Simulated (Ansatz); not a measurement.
**CH₅GeN: up Jacob's ladder to CCSD(T)**

An exercise on one series of results from a longer session: the logs are not shown, and one member is left open.

Computed with Ansatz 0.2.0, Gaussian basis. Level: functionals in def2-TZVPP, the program's frozen cores in correlated methods.

Plan: LDA (SPW92), PBE-D4, revPBE-D4, BLYP-D4, r2SCAN-D4, B97M-V, PBE0-D4, B3LYP-D4, r2SCANh-D4, r2SCAN0-D4, HSE06-D4, BHLYP-D4, CAM-B3LYP-D4, LC-ωPBE, ωB97X-V, ωB97M-V, B2PLYP, PBE-QIDH; CCSD(T)/def2-SVP; CCSD(T)/def2-TZVPP; MP2/def2-QZVPP; extrapolation to the limit; RPA on PBE.

## Structure used throughout

An earlier PBE0-D4 in a triple-zeta def2 set relaxation fixed the geometry.

8 atoms, charge 0, spin multiplicity 1.

Atoms are counted from 1 here; the program's logs count them from 0.

Bond lengths: C1–N2 1.258 Å, C1–H4 1.103 Å, C1–H5 1.097 Å, N2–Ge3 1.863 Å, Ge3–H6 1.546 Å, Ge3–H7 1.534 Å, Ge3–H8 1.534 Å. Angles: N2–C1–H4 125.1°, N2–C1–H5 119.6°, H4–C1–H5 115.3°, C1–N2–Ge3 119.3°, N2–Ge3–H6 110.2°, N2–Ge3–H7 107.5°, N2–Ge3–H8 107.4°, H6–Ge3–H7 110.7°, H6–Ge3–H8 110.7°, H7–Ge3–H8 110.2°.

Set-up of the first run:

in.yaml

```yaml
crystal:
  periodic: [false, false, false]
  atoms:
    - {symbol: C, position_ang: [-0.482639, 1.093725, -0.946071]}
    - {symbol: N, position_ang: [0.211647, 0.044828, -0.948051]}
    - {symbol: Ge, position_ang: [0.441279, -0.900717, 0.640222]}
    - {symbol: H, position_ang: [-0.984701, 1.520004, -0.061811]}
    - {symbol: H, position_ang: [-0.620695, 1.653864, -1.878910]}
    - {symbol: H, position_ang: [-0.310392, -0.196116, 1.793207]}
    - {symbol: H, position_ang: [1.947345, -0.957334, 0.928413]}
    - {symbol: H, position_ang: [-0.109743, -2.315355, 0.417301]}
basis:
  gaussian: {orbitals: def2-TZVPP}
hamiltonian: {xc: lda}
output: {orbitals: {seedname: orbitals}}
```

Command:

```sh
$ ansatz run in.yaml --threads 2 --pin off --events-out ev --progress --plain --max-ram 4352MiB
```

Among the steps run: LDA; PBE-D4 (GGA); revPBE-D4 (GGA); BLYP-D4 (GGA); r2SCAN-D4 (meta-GGA); B97M-V (meta-GGA); PBE0-D4 (hybrid); B3LYP-D4 (hybrid); r2SCANh-D4 (hybrid); r2SCAN0-D4 (hybrid); HSE06-D4 (hybrid); BHLYP-D4 (hybrid); CAM-B3LYP-D4 (range-separated); LC-ωPBE (range-separated); ωB97X-V (range-separated); ωB97M-V (range-separated); B2PLYP (double hybrid); PBE-QIDH (double hybrid).

One table of the session follows, with a row left open; its other results are not shown here.

It belongs to the step «Frontier levels by functional». 

| functional | HOMO (eV) | gap (eV) |
| --- | --- | --- |
| LDA (SPW92) | -5.83 | 3.77 |
| PBE-D4 | -5.74 | 3.91 |
| revPBE-D4 | -5.70 | 3.96 |
| BLYP-D4 | -5.65 | 3.95 |
| r2SCAN-D4 | -6.00 | 4.41 |
| B97M-V | -6.18 | 4.65 |
| PBE0-D4 | -7.10 | 6.42 |
| B3LYP-D4 | -6.89 | 5.95 |
| r2SCANh-D4 | -6.51 | 5.34 |
| r2SCAN0-D4 | -7.28 | 6.74 |
| HSE06-D4 | -6.70 | 5.63 |
| BHLYP-D4 | -8.41 | 8.96 |
| CAM-B3LYP-D4 | ? | ? |
| LC-ωPBE | -9.79 | 11.59 |
| ωB97X-V | -9.48 | 11.18 |
| ωB97M-V | -9.39 | 10.97 |

**Question.** Estimate the row for CAM-B3LYP-D4.

The run gave: HOMO (eV): -8.48; gap (eV): 9.03. In the column «HOMO (eV)» it lies between ωB97M-V (-9.39) and BHLYP-D4 (-8.41).
